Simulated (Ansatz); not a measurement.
**CH6ClNSi: how energies converge with the basis set**

One table from this session's results is given with a row withheld; the runs are named, their logs left out.

The runs use Ansatz 0.2.0, Gaussian basis; one geometry, several basis sets.

Levels to be run: PBE0-D4/def2-SVP; ωB97M-V/def2-SVP; PBE0-D4/def2-QZVPP; ωB97M-V/def2-QZVPP; the functionals' def2-TZVPP values are taken from earlier runs.

## The relaxed structure

An earlier PBE0-D4 in a triple-zeta def2 set relaxation fixed the geometry.

SMILES `NC[SiH2]Cl`, 10 atoms, charge 0, spin multiplicity 1.

Atoms are counted from 1 here; the program's logs count them from 0.

Bond lengths: N1–C2 1.455 Å, N1–H5 1.012 Å, N1–H6 1.012 Å, C2–Si3 1.871 Å, C2–H7 1.102 Å, C2–H8 1.098 Å, Si3–Cl4 2.066 Å, Si3–H9 1.484 Å, Si3–H10 1.481 Å. Angles: C2–N1–H5 111.3°, C2–N1–H6 110.8°, H5–N1–H6 107.4°, N1–C2–Si3 110.5°, N1–C2–H7 115.4°, N1–C2–H8 109.2°, Si3–C2–H7 109.0°, Si3–C2–H8 105.9°, H7–C2–H8 106.4°, C2–Si3–Cl4 108.2°, C2–Si3–H9 110.8°, C2–Si3–H10 112.0°, Cl4–Si3–H9 107.6°, Cl4–Si3–H10 107.3°, H9–Si3–H10 110.7°.

The first run:

in.yaml

```yaml
crystal:
  periodic: [false, false, false]
  atoms:
    - {symbol: N, position_ang: [-1.432290, 0.416440, 0.172709]}
    - {symbol: C, position_ang: [-0.322037, 0.005402, -0.672303]}
    - {symbol: Si, position_ang: [1.110816, -0.588157, 0.373477]}
    - {symbol: Cl, position_ang: [1.661542, 0.945036, 1.644409]}
    - {symbol: H, position_ang: [-2.215316, 0.740304, -0.380219]}
    - {symbol: H, position_ang: [-1.157599, 1.176819, 0.781821]}
    - {symbol: H, position_ang: [0.041219, 0.768211, -1.379875]}
    - {symbol: H, position_ang: [-0.628743, -0.856965, -1.277935]}
    - {symbol: H, position_ang: [2.284698, -0.910257, -0.475290]}
    - {symbol: H, position_ang: [0.740810, -1.748034, 1.216207]}
basis:
  gaussian: {orbitals: def2-SVP}
hamiltonian: {xc: pbe0, dispersion: d4}
output: {orbitals: {seedname: orbitals}}
```

Command:

```sh
> ansatz run in.yaml --threads 2 --pin off --events-out ev --progress --plain --max-ram 4352MiB
```

Steps of the session up to this table: PBE0-D4 in def2-SVP; ωB97M-V in def2-SVP; PBE0-D4 in def2-QZVPP; ωB97M-V in def2-QZVPP.

One of the session's tables, all rows but one given; the rest of the session is left out.

It belongs to the step «Density functionals: the series». 

| functional | basis | HOMO (eV) | LUMO (eV) |
| --- | --- | --- | --- |
| PBE0-D4 | def2-SVP | -6.85 | 0.75 |
| PBE0-D4 | def2-TZVPP | ? | ? |
| PBE0-D4 | def2-QZVPP | -7.18 | 0.08 |
| ωB97M-V | def2-SVP | -9.25 | 2.73 |
| ωB97M-V | def2-TZVPP | -9.53 | 2.04 |
| ωB97M-V | def2-QZVPP | -9.58 | 1.55 |

Estimate the missing values for PBE0-D4, def2-TZVPP.

As computed: HOMO (eV): -7.13; LUMO (eV): 0.31. In the column «HOMO (eV)» it lies between PBE0-D4, def2-QZVPP (-7.18) and PBE0-D4, def2-SVP (-6.85).
